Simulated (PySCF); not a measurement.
**Yb(OH)3: other functionals and bases at one geometry**

One table from this session's results is given with a row withheld; the runs are named, their logs left out.

Method: several levels, as the steps say, no spin–orbit coupling; program: PySCF 2.14.0.

2 further runs of the same task are left out: 1 for a known fault of the program, 1 set aside as unsound or not needed.

### The system as given

7 atoms, charge 0, spin multiplicity 1.

Bond lengths: Yb1–O2 2.008 Å, Yb1–O4 2.008 Å, Yb1–O6 2.008 Å, O2–H3 0.957 Å, O4–H5 0.957 Å, O6–H7 0.957 Å. Angles: O2–Yb1–O4 120.0°, O2–Yb1–O6 120.0°, O4–Yb1–O6 120.0°, Yb1–O2–H3 179.8°, Yb1–O4–H5 179.8°, Yb1–O6–H7 179.8°.

As a file:

```xyz
7
charge 0, multiplicity 1
Yb    0.00000    0.00000    0.12715
O     2.00838    0.00002    0.14283
H     2.96569    0.00003    0.15381
O    -1.00421    1.73930    0.14283
H    -1.48287    2.56835    0.15381
O    -1.00418   -1.73932    0.14283
H    -1.48282   -2.56838    0.15381
```

Formal oxidation states: Yb +3. Each metal's 13 4f electrons lie in its core potential, so multiplicities, spins and levels count the valence alone. An earlier session relaxed this geometry at r2SCAN, Yb lcecp-1-SVP with ECP59, O def2-SVP, H def2-SVP (singlet, point group C3v).

At r2SCAN on the finer grid: E = -266.808636 Eh, HOMO -6.34 eV, LUMO -1.62 eV, Mulliken charge on Yb1 +1.03 e, largest force component 0.019 eV/Å. 

Levels to run: TPSS; wB97X; revPBE; B3LYP; r2SCAN, TZVP. Hardware: 2 threads of AMD EPYC 9R45 (Zen 5), shared host.

Set-up of the first run:

Input file run.py (the lines that set the calculation):

```python
mol = gto.M(atom='''
Yb     0.00000     0.00000     0.12715
O      2.00838     0.00002     0.14283
H      2.96569     0.00003     0.15381
O     -1.00421     1.73930     0.14283
H     -1.48287     2.56835     0.15381
O     -1.00418    -1.73932     0.14283
H     -1.48282    -2.56838     0.15381''',
    basis={'Yb': 'lcecp-1-SVP', 'O': 'def2-SVP', 'H': 'def2-SVP'},
    ecp={'Yb': 'lcecp-1-SVP'},
    charge=0, spin=0)
mf = dft.RKS(mol, xc='TPSS')
mf.grids.atom_grid = (75, 302)  # f atoms: unpruned, at least (60, 302)
mf = mf.density_fit()  # fitting sets: Yb AutoAux, O def2-universal-JKFIT, H def2-universal-JKFIT
mf.conv_tol = 1e-08; mf.max_cycle = 55
mf.kernel(dm0)  # dm0: the density of the relaxed state
```

Run with:

```console
> OMP_NUM_THREADS=2 python run.py
```

Steps of the session up to this table: TPSS; wB97X; revPBE; B3LYP; r2SCAN, TZVP.

One of the session's tables, all rows but one given; the rest of the session is left out.

```
                level  HOMO (eV)  gap (eV)  charge on Yb1 (e)  largest force component (eV/Å)
r2SCAN (relaxed here)      -6.34      4.72               1.03                            0.02
                 TPSS      -6.05      4.28               0.94                            0.35
                wB97X     -10.16     10.65               1.05                            0.21
               revPBE      -5.91      3.99               0.87                            0.41
                B3LYP          ?         ?                  ?                               ?
         r2SCAN, TZVP      -6.59      4.94               1.67                            0.26
```

**Question.** Estimate the row for B3LYP.

**Answer.** HOMO (eV): -7.36; gap (eV): 5.69; charge on Yb1 (e): 0.98; largest force component (eV/Å): 0.06. In the column «HOMO (eV)» it lies between wB97X (-10.16) and r2SCAN, TZVP (-6.59).

In one basis the HOMO–LUMO gap runs from 3.99 eV (revPBE) to 10.65 eV (wB97X). The largest leftover force, 0.41 eV/Å with revPBE, stands at a geometry relaxed at another level. With 4f in the core, its levels are missing from HOMO and gap, and its count is fixed, so no charge can pass from the ligands into it. Total energies of different levels can't be compared.
